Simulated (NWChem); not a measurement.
# N12/6-31G(d)/LANL2DZ (core potential, Cartesian functions) run of InH2Cl (SMILES [H][In]([H])[Cl])

Aim: the vertical electron affinity of InH2Cl at N12/6-31G*/LANL2DZ (core potential, Cartesian functions), from 2 runs. 

Program for the calculation: NWChem 7.3.0.

2 further runs of the same task are left out: 2 set aside as unsound or not needed.

## 1. Starting point

InH2Cl: 4 atoms, total charge 0, spin state singlet. SMILES: `[H][In]([H])[Cl]`. Geometry: a GFN2-xTB relaxation, a rough one for these elements and not checked as a minimum.

Bond lengths: In1–Cl4 2.278 Å, In1–H2 1.713 Å, In1–H3 1.713 Å. Angles: H2–In1–Cl4 120.3°, H3–In1–Cl4 120.3°, H2–In1–H3 119.4°.

## 2. A single-point energy at N12/6-31G(d)/LANL2DZ (core potential, Cartesian functions)

The input, mymol.nw:

```
START mymol
TITLE "ClH2In energy"
memory stack 880 mb heap 220 mb global 1100 mb
charge 0

GEOMETRY units angstroms noautoz
 In    0.070210    0.117850   -0.000370
 H     1.783010    0.101380    0.011370
 H    -0.755080    1.618480   -0.019870
 Cl   -1.098140   -1.837720    0.008870
END

BASIS cartesian
 * library 6-31G* except In
 In library "lanl2dz ecp"
END

ECP
 In library "lanl2dz ecp"
END

DFT
 xc n12
 grid medium
 convergence energy 1e-05
 direct
 maxiter 200
 print low
END

TASK dft energy
```

The run is started by

```
nwchem mymol.nw > mymol.out
```

What it wrote, shortened:

```text
[...]
 Group name             C2v
[...]
 d= 0,ls=0.0,diis     1   -463.1840044761 -4.82D+02  2.91D-02  5.52D-01     0.4
[...]
 d= 0,ls=0.0,diis     7   -463.2096308774 -8.00D-07  6.13D-06  5.99D-09     1.2
         Total DFT energy =     -463.209630877419
      One electron energy =     -678.175781491882
           Coulomb energy =      225.511434480607
    Exchange-Corr. energy =      -29.605467705122
 Nuclear repulsion energy =       19.060183838978
[...]
```

It took 1.7 s on 1 thread of Intel Xeon 6975P-C (Granite Rapids), shared host; peak memory 0.11 GiB.

## 3. The doublet anion

The input, geom.nw:

```
start geom
title "InH2Cl"
memory 2200 mb
charge -1
geometry units atomic noautosym nocenter noautoz
  In  0.13267767  0.22270422 -0.00069920
  H   3.36940058  0.19158043  0.02148619
  H  -1.42689440  3.05848394 -0.03754886
  Cl -2.07518385 -3.47278749  0.01676187
end
basis "ao basis"
  In library "lanl2dz ecp"
  H library 6-31G*
  Cl library 6-31G*
end
ecp
  In library "lanl2dz ecp"
end
dft
  xc n12
  mult 2
  grid medium
  convergence energy 1e-05
  direct
  iterations 150
  print low
end
task dft energy
```

The run is started by

```
nwchem geom.nw > geom.out
```

What it wrote, shortened:

```text
[...]
 d= 0,ls=0.0,diis     1   -462.9157490049 -4.82D+02  5.30D-02  6.53D-01     0.6
[...]
 d= 0,ls=0.0,diis     9   -463.2131506995 -5.67D-08  4.11D-06  2.86D-09     3.3
[...]
         Total DFT energy =     -463.213150699487
      One electron energy =     -682.480777295917
           Coulomb energy =      230.009081889010
    Exchange-Corr. energy =      -29.801637593067
 Nuclear repulsion energy =       19.060182300486
[...]
      <S2> =      0.7538 (Exact =     0.7500)
[...]
```

Run time: 3.9 s. Hardware: 1 thread of Intel Xeon 6975P-C (Granite Rapids), shared host; peak memory 0.11 GiB.

## 4. Outcome

At N12/6-31G*/LANL2DZ (core potential, Cartesian functions):

```
                                         quantity          value
                     singlet InH2Cl: total energy  -463.20963 Eh
                      doublet anion: total energy  -463.21315 Eh
                              doublet anion: ⟨S²⟩          0.754
vertical electron affinity (to the doublet anion)       0.096 eV
```

What this shows: At fixed nuclei the extra electron is bound by 0.10 eV (9.2 kJ/mol). The basis has no diffuse functions, so the error can be as large as this value.
